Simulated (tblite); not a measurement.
# C6H10BClO: the cost of one run

The runs use tblite 0.8.0 and PySCF 2.14.0, with density-fitted response routines of our own; the level of theory stands in each step. All values are computed, except where a source is named. Atoms count from 0, in the outputs and in this text.

## Step 1: Starting geometry

19 atoms, charge 0, multiplicity 1; geometry from: force field or distance geometry start.

Bonds of the start (Å): C0–O1 1.37, O1–C2 1.41, C2–B3 1.59, B3–C4 1.60, B3–C5 1.61, C5–C6 1.48, C6–C7 1.32, C7–Cl8 1.77, C7–C2 1.47, C0–H9 1.12, C0–H10 1.12, C0–H11 1.12, C2–H12 1.12, C4–H13 1.09, C4–H14 1.11, C4–H15 1.10, C5–H16 1.10, C5–H17 1.11, C6–H18 1.09.

## Step 2: Relaxing the molecule with GFN2-xTB

Job settings and geometry (Å):

```
{"job": {"kind": "relax", "xc": "GFN2-xTB", "basis": "xTB"}, "charge": 0, "multiplicity": 1}
C     -2.753400    -0.002300    -0.209000
O     -1.521900    -0.484700    -0.581800
C     -0.487500    -0.155100     0.322400
B      0.634200     0.626000    -0.482900
C      1.292600     1.970300     0.081100
C      1.606400    -0.579900    -0.927000
C      1.325300    -1.609300     0.103600
C      0.212000    -1.368600     0.762300
Cl    -0.414100    -2.416700     2.050700
H     -2.717000     1.118600    -0.154000
H     -3.504600    -0.294200    -0.991300
H     -3.061800    -0.362200     0.806300
H     -0.884600     0.455700     1.173600
H      0.596600     2.810000     0.002100
H      1.580600     1.777700     1.132500
H      2.184000     2.192200    -0.520900
H      2.661200    -0.258600    -0.958400
H      1.266200    -0.948700    -1.914000
H      1.976000    -2.461200     0.297200
```

Run with:

```console
$ OMP_NUM_THREADS=1 python probes_run.py task.json out
```

This one command runs all jobs of the session in turn.

**Question.** How long does this first job take on 1 thread of Arm Neoverse V1, shared host, and how much memory does it need?

About 1.4 s, with a peak of 0.18 GiB.
